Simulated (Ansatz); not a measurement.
Runs of Ansatz 0.2.0 on SnSe2. The structure is trigonal, space group P-3m1 (No. 164). The conventional cell has a = 3.811 Å, b = 3.811 Å, c = 6.136 Å, α = 90.00°, β = 90.00°, γ = 120.00°. Around Sn (site symmetry -3m) lie 6 Se at 2.68 Å. Se (site symmetry 3m) is surrounded by 3 Sn at 2.68 Å. 

```csv
task,level,cell,k mesh,cutoff (eV),target pressure (GPa),gap on the mesh (eV),pressure (GPa),largest force (eV/Å)
relaxation of cell and atoms,r2SCAN,relaxed to 30 GPa,8 × 8 × 5,500,30,none,30.0,-
relaxation of cell and atoms,r2SCAN,relaxed to 10 GPa,8 × 8 × 5,500,10,(a),10.0,-
projected density of states,PBEsol,as given,5 × 5 × 3,420,-,0.72,2.6,0.55
projected density of states,r2SCAN0,as given,5 × 5 × 3,500,-,2.38,(b),0.16
relaxation of cell and atoms,r2SCAN,relaxed to 20 GPa,8 × 8 × 5,500,20,none,20.0,0.01
relaxation of cell and atoms,r2SCAN,relaxed to 2 GPa,8 × 8 × 5,500,2,0.95,2.0,-
projected density of states,HSE06,as given,5 × 5 × 3,420,-,1.53,(c),0.30
projected density of states,revPBE,as given,5 × 5 × 3,420,-,0.86,7.0,0.78
projected density of states,RPBE,as given,5 × 5 × 3,420,-,0.88,7.5,0.79
projected density of states,BLYP,as given,5 × 5 × 3,420,-,0.79,9.7,1.01
relaxation of cell and atoms,r2SCAN,relaxed,8 × 8 × 5,500,0,1.01,0.0,-
projected density of states,LDA,as given,5 × 5 × 3,420,-,0.66,0.9,0.43
```

Alike in all rows: potentials or basis Ansatz PAW; no spin polarisation; smearing fermi-dirac 0.05 eV.

Problem. Estimate the missing entries.

Solution. (a) 0.47; (b) 1.7; (c) 2.9.

Caveats: the PAW data sets come from PBE, with cores solved anew for the run's functional, which leaves a small shift of forces and pressure; odd divisions of the mesh miss points on the zone boundary, where band edges often lie, so the gap on the mesh can be too wide (some runs); spin-orbit coupling is left out, which moves the levels of the heavy elements (some runs); the density of states is complete only up to the lowest level of the last band computed (some runs); the plane-wave basis is chosen anew once the cell has moved, so the energies of steps on either side of that aren't comparable (some runs); this functional lacks dispersion, which binds the layers, so the pressure and a relaxed spacing across them are unreliable (some runs).

A k mesh can miss the band edges, and the runs leave out spin-orbit coupling on Se, Sn.

A gap of «none» marks a metal or a gap under the smearing width.
